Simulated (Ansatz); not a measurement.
NaLaMnMoO6:

```
Na La Mn Mo O
1.0
     5.10934   -0.00669    0.01056
    -0.23945    5.68925    0.00703
    -0.92899   -2.82542    5.11884
Na La Mn Mo O
1 1 1 1 6
Cartesian
  1.9223 1.9516 0.3919
  -0.6075 1.8350 3.5165
  1.8742 -0.9083 2.0852
  4.0976 4.6175 1.5746
  2.6717 1.1441 5.1017
  2.9598 3.6581 2.8448
  3.1703 0.4987 1.9182
  0.4613 3.2483 1.8839
  0.7994 -0.1395 0.5996
  0.3708 -0.2245 3.2390
```

The cell was built by a generator and needn't be a form met in nature.

Base run:

* Program: Ansatz 0.2.0
* Functional: PBE
* Potentials or basis: Ansatz PAW
* Cutoff: 420 eV (not typed: the program's choice for these potentials)
* k mesh: 6 × 6 × 5
* Occupations: fermi-dirac, width 0.05 eV
* Spin: collinear spin, ferromagnetic start
* Starting moments: [0.0, 0.0, 4.0, 1.0, 0.0, 0.0, 0.0, 0.0, 0.0, 0.0] μB

Its results: band gap on the k mesh 0.86 eV, indirect (least direct gap 1.11 eV); pressure 0.0 GPa; net moment 3.00 μB per cell; site moments Na +0.00; La +0.01; Mn +2.64; Mo -0.16; O +0.02, +0.00, +0.01, +0.08 μB; largest force 0.004 eV/Å.

Problem. After a change of settings the same cell gave: band gap on the k mesh 2.46 eV, indirect (least direct gap 2.63 eV); pressure -2.9 GPa; net moment 3.00 μB per cell; site moments Na -0.00; La +0.00; Mn +3.11; Mo -0.35; O +0.04, -0.02, -0.03, +0.09 μB; largest force 1.183 eV/Å. Which change was it?
A. functional from PBE to HSE06; k mesh from 6 × 6 × 5 to 3 × 3 × 3
B. potentials or basis from Ansatz PAW to Ansatz PAW earlier set; cutoff from 420 eV (not typed: the program's choice for these potentials) to 900 eV
C. functional from PBE to BLYP

Solution. A.

Caveats: some runs use coarse meshes; odd divisions of the mesh miss points on the zone boundary, where band edges often lie, so the gap on the mesh can be too wide; spin-orbit coupling is left out, which moves the levels of the heavy elements; a cell with one magnetic atom can't hold antiferromagnetic order, which such compounds often take; the starting moments weren't kept; the magnetic or orbital state may not be the lowest (some runs); the PAW data sets come from PBE, with cores solved anew for the run's functional, which leaves a small shift of forces and pressure (some runs); forces of over 1 eV/Å show positions far from the minimum, so gaps and moduli don't describe the material at rest (some runs).
